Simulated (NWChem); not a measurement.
**One shape, several levels: CH2I2 (diiodomethane)**

Aim: a comparison of 4 runs (HF/STO-3G, HF/3-21G, B2PLYP/def2-SVP, MP3/def2-SVP) of CH2I2 (diiodomethane). 

Program for the calculation: NWChem 7.3.0.

2 further runs of the same task are left out: 1 that didn't finish, 1 set aside as unsound or not needed.

**1. The system as given**

The species is CH2I2 (5 atoms), meant as a singlet with charge 0. As SMILES, `ICI`. The shape is that of a PBE0-D4/def2-TZVP optimisation.

Bond lengths: I1–C2 2.122 Å, C2–I3 2.122 Å, C2–H4 1.084 Å, C2–H5 1.084 Å. Angles: I1–C2–I3 115.2°, I1–C2–H4 107.5°, I1–C2–H5 107.5°, I3–C2–H4 107.5°, I3–C2–H5 107.5°, H4–C2–H5 111.7°.

**2. Energy and gradient at HF/STO-3G (run 1)**

run.py

```python
from ase import Atoms
from ase.calculators.nwchem import NWChem

system = Atoms(['I', 'C', 'I', 'H', 'H'], positions=[
    [-0.649400, -0.998600, 1.624400],
    [-0.133200, 0.090700, -0.122200],
    [1.923900, 0.045000, -0.642100],
    [-0.403500, 1.126400, 0.047700],
    [-0.688000, -0.337100, -0.949100],
])

calc = NWChem(
    label='ch2i2',
    theory='scf',
    memory='2200 mb',
    basis='STO-3G',
    basispar='spherical bse',
    scf={'nopen': '0', 'rhf': None, 'thresh': '1e-08', 'maxiter': '80'},
)
system.calc = calc

forces = system.get_forces()
print("Total energy (eV):", round(system.get_potential_energy(), 6))
print("forces (eV/A):")
for s, f in zip(system.symbols, forces):
    print(f"{s:2s} {f[0]:10.5f} {f[1]:10.5f} {f[2]:10.5f}")
print("dipole (e A):", system.get_dipole_moment().round(4))
```

Launch:

```bash
$ export ASE_NWCHEM_COMMAND="nwchem PREFIX.nwi > PREFIX.nwo"
$ python run.py
```

Standard output:

```text
Total energy (eV): -373882.975619
forces (eV/A):
I    -0.20193   -0.05050    0.13174
C     0.54749   -0.40130    0.43405
I     0.14522    0.09086   -0.17509
H    -0.27295    0.03893   -0.29156
H    -0.21788    0.32200   -0.09914
dipole (e A): [-0.2283  0.1681 -0.1817]
```

The calculator wrote ch2i2.nwi:

```
title "ch2i2"

permanent_dir ch2i2

scratch_dir ch2i2

start ch2i2

geometry units angstrom nocenter noautosym noautoz
  I  -6.4939999999999998e-01 -9.9860000000000004e-01 1.6244000000000001e+00
  C  -1.3320000000000001e-01 9.0700000000000003e-02 -1.2220000000000000e-01
  I  1.9238999999999999e+00 4.4999999999999998e-02 -6.4210000000000000e-01
  H  -4.0350000000000003e-01 1.1264000000000001e+00 4.7699999999999999e-02
  H  -6.8799999999999994e-01 -3.3710000000000001e-01 -9.4910000000000005e-01
end

memory 2200 mb

basis spherical bse noprint
   * library STO-3G
end

scf
  nopen 0
  rhf
  thresh 1e-08
  maxiter 80
end

task scf gradient
```

ch2i2.nwo:

```text
Northwest Computational Chemistry Package (NWChem) 7.3.0
             --------------------------------------------------------

           Job information
           ---------------

    nwchem branch   = 7.3.0
    use scalapack   = T
    input           = ch2i2.nwi
    prefix          = ch2i2.
    data base       = ch2i2/ch2i2.db
    status          = startup
    nproc           =        1

           Memory information
           ------------------

    heap     =     72089596 doubles =      550.0 Mbytes
    stack    =     72089601 doubles =      550.0 Mbytes
    global   =    144179200 doubles =     1100.0 Mbytes (distinct from heap & stack)
    total    =    288358397 doubles =     2200.0 Mbytes
    verify   = yes
    hardfail = no

           Directory information
           ---------------------

  0 permanent = ch2i2
  0 scratch   = ch2i2

                                NWChem Input Module
                                -------------------

                                       ch2i2
                                       -----

[... 115 lines left out ...]
 Convergence threshold     :          1.000E-08
[... 13 lines left out ...]
       Final RHF  results
[... 3 lines left out ...]
      One-electron energy = -20174.675187127530
[... 1 line left out ...]
 Nuclear repulsion energy =    621.657339107085
[... 69 lines left out ...]
                       ROHF Final Molecular Orbital Analysis
[... 143 lines left out ...]
     1   1 0 0     -0.431362      0.000000    124.075251
[... 8 lines of this table left out ...]
     2   0 0 2    -45.355857      0.000000    580.990576

                              NWChem Gradients Module
                              -----------------------

                                       ch2i2

  wavefunction    =   RHF

                         RHF ENERGY GRADIENTS

    atom               coordinates                        gradient
                 x          y          z           x          y          z
   1 I      -1.227188  -1.887080   3.069671    0.003927   0.000982  -0.002562
   2 C      -0.251712   0.171398  -0.230925   -0.010647   0.007804  -0.008441
   3 I       3.635644   0.085038  -1.213393   -0.002824  -0.001767   0.003405
   4 H      -0.762504   2.128587   0.090140    0.005308  -0.000757   0.005670
   5 H      -1.300131  -0.637027  -1.793539    0.004237  -0.006262   0.001928

                 ----------------------------------------
                 |  Time  |  1-e(secs)   |  2-e(secs)   |
                 ----------------------------------------
                 |  CPU   |       0.00   |       1.54   |
                 ----------------------------------------
                 |  WALL  |       0.00   |       1.54   |
                 ----------------------------------------

 Task  times  cpu:        8.5s     wall:        8.5s
 Total times  cpu:        8.5s     wall:        8.5s
```

Wall time 9.6 s (1 thread of Intel Xeon 6975P-C (Granite Rapids), shared host); peak memory 0.099 GiB.

**3. Energy and gradient at HF/3-21G (run 2)**

ch2i2.nw

```
START ch2i2
memory stack 880 mb heap 220 mb global 1100 mb
charge 0
GEOMETRY units angstroms noautosym nocenter noautoz
  I     -0.649400    -0.998600     1.624400
  C     -0.133200     0.090700    -0.122200
  I      1.923900     0.045000    -0.642100
  H     -0.403500     1.126400     0.047700
  H     -0.688000    -0.337100    -0.949100
END
BASIS spherical bse
  I library 3-21G
  C library 3-21G
  H library 3-21G
END
SCF
  thresh 1e-08
  maxiter 80
END
TASK scf gradient
```

Launch:

```bash
$ nwchem ch2i2.nw > ch2i2.out
```

Standard output:

```text
[...]
  functions       =    75
[...]
  wavefunction    = RHF
[...]
         Total SCF energy = -13813.415141954622
      One-electron energy = -20246.961720728108
      Two-electron energy =   5811.889239666401
 Nuclear repulsion energy =    621.657339107085
        Time for solution =      6.7s
[...]
                         RHF ENERGY GRADIENTS
    atom               coordinates                        gradient
                 x          y          z           x          y          z
   1 I      -1.227188  -1.887080   3.069671    0.007875   0.010993  -0.018387
   2 C      -0.251712   0.171398  -0.230925    0.014723  -0.010877   0.011752
   3 I       3.635644   0.085038  -1.213393   -0.021504  -0.000932   0.007508
   4 H      -0.762504   2.128587   0.090140    0.000807   0.007373   0.004304
   5 H      -1.300131  -0.637027  -1.793539   -0.001902  -0.006557  -0.005177
[...]
```

Run time: 9.3 s. Hardware: 1 thread of Intel Xeon 6975P-C (Granite Rapids), shared host; peak memory 0.096 GiB.

Run 3 isn't shown in full; the table further down has it.

**4. The energy at MP3/def2-SVP (core potential) (run 4)**

ch2i2.nw

```
start ch2i2
title "CH2I2"
memory total 2200 mb

geometry noautosym nocenter noautoz
   I     -0.649400    -0.998600     1.624400
   C     -0.133200     0.090700    -0.122200
   I      1.923900     0.045000    -0.642100
   H     -0.403500     1.126400     0.047700
   H     -0.688000    -0.337100    -0.949100
end

basis spherical bse
   * library def2-SVP
end

ecp bse
   I library def2-SVP
end

scf
   singlet
   rhf
   thresh 1e-08
   maxiter 80
end

tce
   scf
   mbpt3
   freeze core 9
   maxiter 60
end

task tce energy
```

Launch:

```bash
$ nwchem ch2i2.nw > ch2i2.out
```

Standard output:

```text
[...]
  functions       =    76
[...]
  wavefunction    = RHF
[...]
         Total SCF energy =   -632.287562216622
      One-electron energy =  -1472.520254579456
      Two-electron energy =    647.089888498589
 Nuclear repulsion energy =    193.142803864244
        Time for solution =     10.5s
[...]
         Wavefunction type : Restricted Hartree-Fock
          No. of electrons :    58
[...]
         Spin multiplicity : singlet
[...]
```

Run time: 22 s. Hardware: 1 thread of Intel Xeon 6975P-C (Granite Rapids), shared host; peak memory 0.77 GiB.

**5. The series**

```tsv
run	level	task	iteration cap	energy (Eh)	dipole moment (D)	HOMO energy (eV)	LUMO energy (eV)	wall time
1	HF/STO-3G	gradient	80	-13739.946039	1.62	-7.40	6.66	9.6 s
2	HF/3-21G	gradient	80	-13813.415142	1.38	-9.57	1.89	9.3 s
3	B2PLYP/def2-SVP (core potential)	energy	100	-634.053709	1.16	-8.12	-0.41	18 s
4	MP3/def2-SVP (core potential)	energy	80	-632.691968	–	-9.74	1.71	22 s
```

**6. What came out**

```
                                          quantity          value
                               run 4: total energy  -632.69197 Eh
        run 4: HOMO energy (Hartree–Fock orbitals)       -9.74 eV
        run 4: LUMO energy (Hartree–Fock orbitals)        1.71 eV
      run 4: HOMO–LUMO gap (Hartree–Fock orbitals)       11.45 eV
run 4: correlation energy (9 core orbitals frozen)     -404.4 mEh
```

**Reading.** Over runs 1, 2, 3 the dipole moment (its size) runs from 1.16 D (B2PLYP/def2-SVP) to 1.62 D (HF/STO-3G). The two ends differ in method and basis and core potential. A double hybrid's value is that of its SCF part. Over runs 1, 2, 3 the HOMO–LUMO gap runs from 7.71 eV (B2PLYP/def2-SVP) to 14.06 eV (HF/STO-3G). Some runs of one species differ in core potentials or relativity; totals across that change don't compare. In run 1 the basis is minimal, so the values are rough. In runs 1, 2 relativity is left out where basis or elements ask for it. All runs together took 59 s, the longest 22 s.
